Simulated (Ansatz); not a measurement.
SrAlH3 (distorted cell), a single point

Run with the Python package of Ansatz (0.2.0).

Script `scf_sralh3.py`:
```python
"""Single point of SrAlH3 with displaced atoms."""

from collections import Counter
from pathlib import Path
import argparse
import json

import ansatz as az
import numpy as np

parser = argparse.ArgumentParser(description="Single point of SrAlH3 with displaced atoms.")
parser.add_argument("--filling", default="fermi_dirac", help="how the bands are filled")
parser.add_argument("--ecut", type=float, required=True, help="basis")
args = parser.parse_args()

vectors = np.array([
    [4.69917, 0.03478, -0.12906],
    [0.03478, 4.52931, -0.05349],
    [-0.12906, -0.05349, 4.70846],
])
crystal = (
    az.Lattice.of(vectors)
    .atom("Sr", (0.51208, 0.47964, 0.52088))
    .atom("Al", (0.98262, 0.99546, 0.99672))
    .atom("H", (0.00977, 0.48814, 0.49804))
    .atom("H", (0.48991, 0.52531, 0.00044))
    .atom("H", (0.48949, 0.00745, 0.49684))
)

# the calculation
calculation = (
    crystal.calculation()
    .kpoints(3)
    .occupations(args.filling)
    .basis(args.ecut)
    .compute(forces=True, potential_components=True)
)
res = calculation.run(events_out="events.ndjson")
r = res.report
with open("events.ndjson") as stream:
    kinds = Counter(json.loads(line)["event"] for line in stream)
print("events:", {kind: kinds[kind] for kind in ("scf_iter", "scf_done", "notice", "finished")})

print(f"free energy      {r['free_energy_ev']:.5f} eV")
print(f"per atom         {r['free_energy_ev'] / len(res.lattice.sites):.5f} eV")
print(f"SCF iterations   {r['n_iterations']}  (converged: {r['converged']})")

# forces in eV per angstrom
print("forces (eV/A)")
for site, force in zip(res.lattice.sites, r["forces_ev_ang"]):
    print(f"  {site.symbol:2s} {force[0]:9.4f} {force[1]:9.4f} {force[2]:9.4f}")

folder = Path(res.write_results("parts"))
text = (folder / "v_comp_z.tsv").read_text().splitlines()
rows = np.array([line.split() for line in text if not line.startswith("#")], dtype=float)
print(text[0])
print(np.array2string(rows[:: max(len(rows) // 12, 1)], precision=3, suppress_small=True))

atom = int(np.linalg.norm(r["forces_ev_ang"], axis=1).argmax())
print("force on atom", atom, "by term (eV/A)")
for term, rows in r["force_terms_ev_ang"].items():
    if np.abs(rows[atom]).max() > 1e-6:
        print(f"  {term:26s}", np.round(rows[atom], 4))
print("net force on the cell:", np.round(np.sum(r["forces_ev_ang"], axis=0), 6) + 0.0)

# accept the result only where the loop met its thresholds and nothing is doubted
problems = list(r["published_state_doubts"])
if not r["converged"] or r.get("closed_by") != "deck_thresholds":
    problems.append("loop closed by " + str(r.get("closed_by")))
print("accepted" if not problems else f"check before use: {problems}")
```

```console
$ python scf_sralh3.py --ecut 450.0
events: {'scf_iter': 6, 'scf_done': 1, 'notice': 2, 'finished': 1}
free energy      -4127.65183 eV
per atom         -825.53037 eV
SCF iterations   6  (converged: True)
forces (eV/A)
  Sr   -0.1012    0.8649   -0.4895
  Al    0.0997   -0.1383    0.1096
  H    -0.0356    0.0049   -0.0058
  H     0.0265    0.0689    0.3959
  H     0.0105   -0.8004   -0.0102
# z_ang	v_loc[eV]	v_h[eV]	v_xc[eV]
[[  0.     11.923 -10.749  -7.997]
 [  0.393  12.908 -10.7    -7.387]
 [  0.785  12.43   -8.779  -6.429]
 [  1.178   8.699  -4.271  -5.982]
 [  1.57    0.487   2.996  -6.968]
 [  1.963 -12.397  11.306  -8.854]
 [  2.355 -23.432  16.038 -10.082]
 [  2.748 -17.962  13.992  -9.354]
 [  3.14   -5.176   6.865  -7.613]
 [  3.533   4.434  -0.862  -6.327]
 [  3.925   9.468  -6.374  -6.569]
 [  4.318  11.457  -9.462  -7.485]]
force on atom 0 by term (eV/A)
  ewald                      [ 0.4842  4.3832 -3.274 ]
  local_pseudopotential      [-0.4197 -4.2351  3.2427]
  nonlocal_pseudopotential   [-0.2428  0.5945 -0.4022]
  augmentation               [ 0.0615  0.1487 -0.075 ]
  nlcc                       [ 0.0155 -0.0263  0.0188]
  augmentation_tail          [-0.  0.  0.]
  scf_correction             [ 0.0002 -0.0001  0.0002]
net force on the cell: [-1.6e-05  2.8e-05 -3.1e-05]
accepted
```

Absolute energies stand on the zero of these potentials, so only differences at equal settings mean something. The k-point mesh is coarse, and energy and stress weren't tested for convergence. No functional is typed, so the default, PBE, holds. The cell is a database structure, distorted on purpose. Finished in 1.8 s on 1 thread of Intel(R) Xeon(R) 6975P-C (Granite Rapids), on a shared host, peak memory 0.42 GiB.

(A comment or docstring line of the script was reworded after the run, the code is as it ran; lines on the test bed's own set-up are left out of the output.)
